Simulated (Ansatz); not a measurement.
**ClGaH4O2Si: one species, many methods**

One table from this session's results is given with a row withheld; the runs are named, their logs left out.

The runs use Ansatz 0.2.0, Gaussian basis; functionals in def2-TZVPP, the program's frozen cores in correlated methods.

The runs, in order: LDA (SPW92), PBE-D4, revPBE-D4, BLYP-D4, r2SCAN-D4, B97M-V, PBE0-D4, B3LYP-D4, r2SCANh-D4, r2SCAN0-D4, HSE06-D4, BHLYP-D4, CAM-B3LYP-D4, LC-ωPBE, ωB97X-V, ωB97M-V, B2PLYP, PBE-QIDH; CCSD(T)/def2-SVP; CCSD(T)/def2-TZVPP; MP2/def2-QZVPP; extrapolation to the limit; RPA on PBE.

## The relaxed structure

All runs share one geometry, relaxed beforehand with PBE0-D4 in a triple-zeta def2 set.

SMILES `[OH][Ga]([Cl])[O][SiH3]`, 9 atoms, charge 0, spin multiplicity 1.

Atoms are counted from 1 here; the program's logs count them from 0.

Bond lengths: O1–Ga2 1.768 Å, O1–H6 0.961 Å, Ga2–Cl3 2.107 Å, Ga2–O4 1.767 Å, O4–Si5 1.635 Å, Si5–H7 1.494 Å, Si5–H8 1.485 Å, Si5–H9 1.485 Å. Angles: Ga2–O1–H6 113.0°, O1–Ga2–Cl3 119.6°, O1–Ga2–O4 121.7°, Cl3–Ga2–O4 118.6°, Ga2–O4–Si5 136.8°, O4–Si5–H7 110.5°, O4–Si5–H8 109.9°, O4–Si5–H9 109.9°, H7–Si5–H8 108.5°, H7–Si5–H9 108.5°, H8–Si5–H9 109.6°.

The first run:

File in.yaml:

```yaml
crystal:
  periodic: [false, false, false]
  atoms:
    - {symbol: O, position_ang: [1.974353, 1.368338, -0.048836]}
    - {symbol: Ga, position_ang: [1.532575, -0.285512, 0.394469]}
    - {symbol: Cl, position_ang: [3.012833, -1.603159, 1.109971]}
    - {symbol: O, position_ang: [-0.127574, -0.873164, 0.254871]}
    - {symbol: Si, position_ang: [-1.568846, -0.268695, -0.223919]}
    - {symbol: H, position_ang: [1.227326, 1.885508, -0.362214]}
    - {symbol: H, position_ang: [-1.422319, 1.156489, -0.648284]}
    - {symbol: H, position_ang: [-2.088477, -1.051257, -1.373934]}
    - {symbol: H, position_ang: [-2.539862, -0.328538, 0.897885]}
basis:
  gaussian: {orbitals: def2-TZVPP}
hamiltonian: {xc: lda}
output: {orbitals: {seedname: orbitals}}
```

Run with:

```bash
> ansatz run in.yaml --threads 4 --pin off --events-out ev --progress --plain --max-ram 10444MiB
```

Among the steps run: LDA; PBE-D4 (GGA); revPBE-D4 (GGA); BLYP-D4 (GGA); r2SCAN-D4 (meta-GGA); B97M-V (meta-GGA); PBE0-D4 (hybrid); B3LYP-D4 (hybrid); r2SCANh-D4 (hybrid); r2SCAN0-D4 (hybrid); HSE06-D4 (hybrid); BHLYP-D4 (hybrid); CAM-B3LYP-D4 (range-separated); LC-ωPBE (range-separated); ωB97X-V (range-separated); ωB97M-V (range-separated); B2PLYP (double hybrid); PBE-QIDH (double hybrid).

One of the session's tables, all rows but one given; the rest of the session is left out.

It belongs to the step «Orbital energies across the functionals». 

| functional | HOMO (eV) | LUMO (eV) | gap (eV) |
| --- | --- | --- | --- |
| LDA (SPW92) | -7.63 | -2.72 | 4.91 |
| PBE-D4 | -7.50 | -2.41 | 5.09 |
| revPBE-D4 | -7.45 | -2.26 | 5.19 |
| BLYP-D4 | -7.41 | -2.37 | 5.04 |
| r2SCAN-D4 | -7.87 | -2.09 | 5.79 |
| B97M-V | -7.95 | -2.28 | 5.67 |
| PBE0-D4 | -8.98 | -1.45 | 7.52 |
| B3LYP-D4 | -8.76 | -1.78 | 6.97 |
| r2SCANh-D4 | -8.42 | -1.75 | 6.67 |
| r2SCAN0-D4 | -9.23 | -1.26 | 7.97 |
| HSE06-D4 | -8.57 | -1.82 | 6.75 |
| BHLYP-D4 | -10.37 | -0.58 | 9.80 |
| CAM-B3LYP-D4 | -10.42 | -0.51 | 9.91 |
| LC-ωPBE | ? | ? | ? |
| ωB97X-V | -11.44 | 0.62 | 12.07 |
| ωB97M-V | -11.29 | 0.38 | 11.67 |

**Question.** Estimate the row for LC-ωPBE.

As computed: HOMO (eV): -11.79; LUMO (eV): 0.84; gap (eV): 12.63. In the column «HOMO (eV)» it is the lowest.
